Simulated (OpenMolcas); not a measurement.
**Multireference states of BrB**

Aim: the low electronic states of BrB, first without spin–orbit coupling and then as Ω levels, at one distance and along the bond.

Computed with OpenMolcas 26.06. Level: SA-CASSCF(8,7), XMS-CASPT2, RASSI; ANO-RCC-VTZP.

All values are calculated.

### Step 1. Set-up

C2 symmetry about the axis (a holds Σ, Δ, Γ; b holds Π, Φ, H; Σ⁺ and Σ⁻ are not told apart); roots by multiplicity and irrep: 1a 4, 3b 2, 1b 2, 3a 4.

Active shells: Br 4p, B 2s 2p.

The input, m.inp:

```
&GATEWAY
Coord
2
angstrom
Br 0.0 0.0 0.0
B 0.0 0.0 1.8990
Basis=ANO-RCC-VTZP
Group=XY
RX2C
AMFI
ANGMom
0.0 0.0 0.0
RICD
&SEWARD
&GUESSORB
&RASSCF
FileOrb=$CurrDir/o11.orb
Symmetry=1
Spin=1
nActEl=8 0 0
Inactive=10 6
RAS2=3 4
CIRoot=4 4 1
Linear
Iterations=120 100
OrbListing=Nothing
PRWF=0.15
>>COPY $Project.RasOrb $CurrDir/o11.orb
>>COPY $Project.rasscf.h5 $CurrDir/r11.h5
&CASPT2
XMultistate=all
Imaginary=0.2
IPEA=0.25
MaxIter=40
>>COPY $Project.JobMix JOB001
&RASSCF
FileOrb=$CurrDir/o32.orb
Symmetry=2
Spin=3
nActEl=8 0 0
Inactive=10 6
RAS2=3 4
CIRoot=2 2 1
Linear
Iterations=120 100
OrbListing=Nothing
PRWF=0.15
>>COPY $Project.RasOrb $CurrDir/o32.orb
>>COPY $Project.rasscf.h5 $CurrDir/r32.h5
&CASPT2
XMultistate=all
Imaginary=0.2
IPEA=0.25
MaxIter=40
>>COPY $Project.JobMix JOB002
&RASSCF
FileOrb=$CurrDir/o12.orb
Symmetry=2
Spin=1
nActEl=8 0 0
Inactive=10 6
RAS2=3 4
CIRoot=2 2 1
Linear
Iterations=120 100
OrbListing=Nothing
PRWF=0.15
>>COPY $Project.RasOrb $CurrDir/o12.orb
>>COPY $Project.rasscf.h5 $CurrDir/r12.h5
&CASPT2
XMultistate=all
Imaginary=0.2
IPEA=0.25
MaxIter=40
>>COPY $Project.JobMix JOB003
&RASSCF
FileOrb=$CurrDir/o31.orb
Symmetry=1
Spin=3
nActEl=8 0 0
Inactive=10 6
RAS2=3 4
CIRoot=4 4 1
Linear
Iterations=120 100
OrbListing=Nothing
PRWF=0.15
>>COPY $Project.RasOrb $CurrDir/o31.orb
>>COPY $Project.rasscf.h5 $CurrDir/r31.h5
&CASPT2
XMultistate=all
Imaginary=0.2
IPEA=0.25
MaxIter=40
>>COPY $Project.JobMix JOB004
&RASSI
Nr of JobIphs=4 4 2 2 4
1 2 3 4
1 2
1 2
1 2 3 4
SpinOrbit
EJob
Omega
MEES
MESO
Properties=4
'AngMom' 3 'Mltpl  1' 1 'Mltpl  1' 2 'Mltpl  1' 3
Thrs=1.0d-4
>>COPY $Project.rassi.h5 $CurrDir/so.h5
```

Each module block was a call of its own in one work directory; start orbitals came from a preliminary run.

Launch:

```bash
$ pymolcas m.inp
```

### Step 2. CASSCF and CASPT2, block by block

Further steps of the session: Spin–orbit coupling by RASSI.

Before running it: what results should come out? Wanted: lowest spin-free state; next spin-free state; lowest level; next level; lowering by spin–orbit coupling.

**Answer**, as computed:

```
                       quantity               value
         lowest spin-free state               (1)1Σ
           next spin-free state     (1)3Π, 2.412 eV
                   lowest level  Ω = 0, 100 % (1)1Σ
                     next level   Ω = 0, 19296 cm⁻¹
lowering by spin–orbit coupling             18 cm⁻¹
```

**Reading.** At 1.899 Å the lowest computed level has Ω = 0 and is 100 % (1)1Σ. Only the spin multiplicities and numbers of roots in the input were computed, so the list of states is not complete and the lowest one found need not be the ground state; labels number the states computed.
